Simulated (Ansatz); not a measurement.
# K3W2: the cost of one run

Method: DFT PBE, scalar-relativistic, plane waves, PAW, in Ansatz 0.2.0.

## 1. The starting structure

It takes space group P6mm (No. 183, hexagonal). Conventional cell: a = 5.882 Å, b = 5.882 Å, c = 8.793 Å, α = 90.00°, β = 90.00°, γ = 120.00°. K (site symmetry 2mm) is surrounded by 4 K at 2.94 Å. W (site symmetry 3m) is surrounded by 3 W at 3.40 Å and 3 K at 3.45 Å.

As a file:

```xyz
5
Lattice="5.8818 0.0000 0.0000 -2.9409 5.0938 0.0000 0.0000 0.0000 8.7932" Properties=species:S:1:pos:R:3 pbc="T T T"
K     2.9409    0.0000    5.7871
K    -1.4704    2.5469    5.7871
K     1.4704    2.5469    5.7871
W     2.9409    1.6979    0.0000
W     0.0000    3.3958    0.0000
```

## 2. Coarse relaxation

Contents of input.yaml:

```yaml
crystal:
  lattice:
    - [5.8817622488, 0.0, 0.0]
    - [-2.9408811244, 5.0937555265, 0.0]
    - [0.0, 0.0, 8.7931635151]
  atoms:
    - { symbol: K, position: [0.5, 0.0, 0.6581341414] }
    - { symbol: K, position: [0.0, 0.5, 0.6581341414] }
    - { symbol: K, position: [0.5, 0.5, 0.6581341414] }
    - { symbol: W, position: [0.6666666667, 0.3333333333, 0.0] }
    - { symbol: W, position: [0.3333333333, 0.6666666667, 0.0] }
basis:
  ecutwfc: 420
kpoints:
  mp_grid: { grid: [3, 3, 2] }
hamiltonian:
  xc: pbe
scf:
  occupations: { method: gaussian, width: 0.1 }
  lower_state_search: "off"
output:
  forces: true
  stress: true
  eigenvalues: true
relax:
  adjacent_minimum: "off"
  f_tol: 0.04
  max_steps: 70
  cell: { stress_tol: 0.4 }
```

On the command line:

```
$ ansatz run input.yaml --threads 1 --pin off --max-ram 2560MiB --backend cpu --events-out ev --progress --plain --runs-dir out
```

Q: Estimate wall time and peak memory on 1 thread of Intel Xeon 6975P-C (Granite Rapids), shared host.

About 24 s, with a peak of 0.44 GiB.
